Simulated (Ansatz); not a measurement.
**SiH2ClO (SMILES O[SiH]Cl) at U-revPBE/STO-3G**

Aim: the electronic atomisation energy of SiH2ClO at U-revPBE/STO-3G, from 5 runs. 

The results are computed with Ansatz 0.2.0.

70 further runs of the same task are left out: 1 that didn't finish, 69 set aside as unsound or not needed.

### 1 The structure to begin with

SiH2ClO: 5 atoms, total charge 0, spin state doublet. As SMILES, `O[SiH]Cl`. The shape is that of a PBE0-D4/def2-TZVP optimisation. This is one conformer, not always the lowest.

Bond lengths: O1–Si2 1.639 Å, Si2–Cl3 2.065 Å, O1–H4 0.959 Å, Si2–H5 1.488 Å. Angles: O1–Si2–Cl3 111.1°, O1–Si2–H5 105.3°, Cl3–Si2–H5 108.3°, Si2–O1–H4 118.3°.

### 2 A single-point energy at U-revPBE/STO-3G

Contents of run.yaml:

```yaml
crystal:
  periodic: [false, false, false]
  atoms:
    - {symbol: O, position_ang: [-0.806100, -0.432000, -0.746500]}
    - {symbol: Si, position_ang: [-0.092300, 0.479800, 0.414000]}
    - {symbol: Cl, position_ang: [1.606600, -0.440800, 1.143600]}
    - {symbol: H, position_ang: [-1.024100, -1.343200, -0.540000]}
    - {symbol: H, position_ang: [0.316000, 1.736300, -0.271100]}
basis:
  gaussian: {orbitals: STO-3G}
total_charge: 0
hamiltonian: {xc: {name: revPBE}}
magnetization: {spin_polarized: true, initial_magnetization: 1}
accuracy: high
```

Started as:

```console
ansatz run run.yaml --threads 1 --pin off --max-ram 2610MiB --events-out events.jsonl --progress --plain --runs-dir runs
```

The program printed:

```text
Warning: RAYON_NUM_THREADS=1 ignored (pool sized by the plan → 1); use --threads N
Functional definition: revPBE
  name "revPBE"
  parameter kappa = 1.245
  parameter beta = 0.06672455060314922
  exchange = pbe_x(kappa = kappa, mu = beta*pi^2/3)
  correlation = pbe_c(beta = beta)
460 factors; integrals over basis functions are off by at most 3.1e-8 eV
mean field evaluation 1: about -22216.8492 eV, gradient 1.6e1 eV
mean field evaluation 2: about -22211.2185 eV, gradient 3.5e1 eV
mean field evaluation 4: about -22218.9186 eV, gradient 1.3e0 eV
mean field evaluation 8: about -22218.9035 eV, gradient 2.9e-2 eV
mean field evaluation 16: about -22218.9035 eV, gradient 2.8e-7 eV
mean field -22218.90349487 eV, -816.5296429227 hartree, gradient 3.8e-8 eV, S^2 0.750605; 0 other end points of the search recorded, 0 dependent functions left out
reference -22218.90349718 eV, -816.5296430077 hartree; 21, 20 occupied and 4, 5 virtual orbitals, 460 factors
Total energy: -22218.90349718 eV, -816.5296430077 hartree
```

It took 2 s on 1 thread of Arm Neoverse V2, shared host; peak memory 0.14 GiB.

### 3 The Cl atom

Contents of input.yaml:

```yaml
crystal:
  periodic: [false, false, false]
  atoms:
    - {symbol: Cl, position_ang: [0.000000, 0.000000, 0.000000]}
basis:
  gaussian:
    orbitals: STO-3G
magnetization:
  spin_polarized: true
  initial_magnetization: 1
hamiltonian:
  xc: {name: revPBE}
accuracy: high
```

Run the same way, it converges to -455.03639 Eh (log not shown).

### 4 The H atom, same level

Contents of in.yaml:

```yaml
crystal:
  periodic: [false, false, false]
  atoms:
    - {symbol: H, position_ang: [0.000000, 0.000000, 0.000000]}
basis:
  gaussian:
    orbitals: STO-3G
magnetization:
  spin_polarized: true
  initial_magnetization: 1
hamiltonian:
  xc: {name: revPBE}
accuracy: high
```

Run the same way, it converges to -0.47010 Eh (log not shown).

### 5 The O atom at the same level

Contents of input.yaml:

```yaml
crystal:
  periodic: [false, false, false]
  atoms:
    - {symbol: O, position_ang: [0.000000, 0.000000, 0.000000]}
basis:
  gaussian:
    orbitals: STO-3G
magnetization:
  spin_polarized: true
  initial_magnetization: 2
hamiltonian:
  xc: {name: revPBE}
accuracy: high
```

Run the same way, it converges to -74.01699 Eh (log not shown).

### 6 The Si atom at the same level

Contents of molecule.yaml:

```yaml
basis:
  gaussian: {orbitals: STO-3G}
crystal:
  periodic: [false, false, false]
  atoms:
    - symbol: Si
      position_ang: [0.000000, 0.000000, 0.000000]
magnetization: {spin_polarized: true, initial_magnetization: 2}
hamiltonian: {xc: {name: revPBE}}
accuracy: high
```

Started as:

```console
ansatz run molecule.yaml --threads 1 --pin off --max-ram 2610MiB --events-out events.jsonl --progress --plain --runs-dir runs
```

The program printed (excerpt; [...] marks lines left out):

```text
Warning: RAYON_NUM_THREADS=1 ignored (pool sized by the plan → 1); use --threads N
[... 6 set-up lines as earlier in the session ...]
42 factors; integrals over basis functions are off by at most 2.5e-9 eV
mean field evaluation 1: about -7778.9867 eV, gradient 6.2e-1 eV
mean field evaluation 2: about -7778.9877 eV, gradient 6.6e-2 eV
mean field evaluation 4: about -7778.9870 eV, gradient 1.2e-3 eV
mean field evaluation 8: about -7778.9870 eV, gradient 3.3e-10 eV
mean field evaluation 16: about -7778.9869 eV, gradient 3.3e-4 eV
mean field -7778.98701514 eV, -285.8725000196 hartree, gradient 2.1e-10 eV, S^2 2.000001; 1 other end points of the search recorded, 0 dependent functions left out
reference -7778.98701697 eV, -285.8725000870 hartree; 8, 6 occupied and 1, 3 virtual orbitals, 42 factors
Total energy: -7778.98701697 eV, -285.8725000870 hartree
```

Run time: 0.42 s. Hardware: 1 thread of Arm Neoverse V2, shared host.

### 7 Summary of results

Level: U-revPBE/STO-3G.

```
                     quantity          value
       molecule: total energy  -816.52964 Eh
               molecule: ⟨S²⟩          0.751
        Cl atom: total energy  -455.03639 Eh
                Cl atom: ⟨S²⟩          0.750
         H atom: total energy    -0.47010 Eh
                 H atom: ⟨S²⟩          0.750
         O atom: total energy   -74.01699 Eh
                 O atom: ⟨S²⟩          2.000
        Si atom: total energy  -285.87250 Eh
                Si atom: ⟨S²⟩          2.000
electronic atomisation energy      18.056 eV
```

What this shows: Taking the molecule apart into free atoms costs 18.06 eV (416 kcal/mol), before zero-point energy and without spin-orbit coupling. In a minimal basis such a difference can be off by several eV, whatever the method.
